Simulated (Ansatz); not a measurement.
This script makes an equation of state with a fit of PbSe, space group Fm-3m with Ansatz's Python interface.

Script `run_eos.py`:
```python
from dataclasses import dataclass
import warnings

import ansatz as az
import numpy as np
from scipy.optimize import curve_fit


@dataclass(frozen=True)
class Options:
    functional: str = "r2SCAN"
    scf_tol: float = 1e-09
    cutoff: int = 600
    mesh: tuple[int, ...] = (6, 6, 6)


cfg = Options()

vectors0 = np.array([
    [0.0, 3.06065, 3.06065],
    [3.06065, 0.0, 3.06065],
    [3.06065, 3.06065, 0.0],
])
sites = [
    ("Pb", (0.0, 0.0, 0.0)),
    ("Se", (0.5, 0.5, 0.5)),
]


def make_crystal(cell):
    crystal = az.Crystal(lattice=az.Lattice.of(cell))
    for symbol, position in sites:
        crystal = crystal.atom(symbol, position)
    return crystal

def vinet(v, e0, v0, b0, b1):
    eta = (v / v0) ** (1 / 3)
    return e0 + 2 * b0 * v0 / (b1 - 1) ** 2 * (2 - (5 + 3 * b1 * (eta - 1) - 3 * eta) * np.exp(-1.5 * (b1 - 1) * (eta - 1)))

warnings.simplefilter("ignore", az.DeckWarning)

volumes, energies = [], []
for scale in np.linspace(0.94, 1.06, 7):
    cell = vectors0 * scale ** (1 / 3)
    setup = make_crystal(cell).calculation()
    setup = setup.functional(cfg.functional)
    setup = setup.occupations(az.OccupationsMethod.FIXED)
    setup = setup.scf(tolerance=cfg.scf_tol).basis(cfg.cutoff)
    setup = setup.kpoints(*cfg.mesh)
    report = setup.run(threads=1).report
    volumes.append(abs(np.linalg.det(cell)) / len(sites))
    energies.append(report["free_energy_ev"] / len(sites))
    print(f"V = {volumes[-1]:8.4f} A^3/atom  F = {energies[-1]:.5f} eV/atom")

guess = (min(energies), volumes[int(np.argmin(energies))], 0.5, 4.5)
(e0, v0, b0, b1), _ = curve_fit(vinet, np.array(volumes), np.array(energies), p0=guess, maxfev=20000)
print(f"Vinet fit: V0 = {v0:.4f} A^3/atom, B0 = {160.21766 * b0:.1f} GPa, B1 = {b1:.2f}")
print("largest residual", round(1000 * float(np.abs(vinet(np.array(volumes), e0, v0, b0, b1) - energies).max()), 3), "meV/atom")
```

From its runs, with one value withheld:

| V (Å³/atom) | F less the lowest row shown (meV/atom) |
| --- | --- |
| 26.951 | 39.94 |
| 27.524 | ? |
| 28.097 | 10.73 |
| 28.671 | 3.29 |
| 29.244 | 0.00 |
| 29.818 | 0.44 |
| 30.391 | 4.24 |

What is the missing energy at 27.524 Å³ an atom?

A third-order Birch-Murnaghan fit, E = E0 + (9 V0 B0 / 16) [(t - 1)³ B' + (t - 1)² (6 - 4t)] with t = (V0/V)^(2/3), through the 6 rows shown gives V0 = 29.458 Å³, B0 = 51.5 GPa, B' = 4.37 and E0 = -0.25 meV. At V = 27.524 Å³, t = 1.04630, and the fit interpolates to 22.77 meV. The run gave 22.78 meV, a miss of 0.00 meV.

Notes:
- For a gap this small the mesh is coarse, and bands can meet between its points.
- Spin-orbit coupling, which matters for elements this heavy, is left out.
- The starting cell is as deposited in a crystallographic database; the results hold for this polymorph, which needn't be the stable one.
- Run time: 22 s on 1 thread of Arm Neoverse V2 (shared host), peak memory 0.58 GiB.
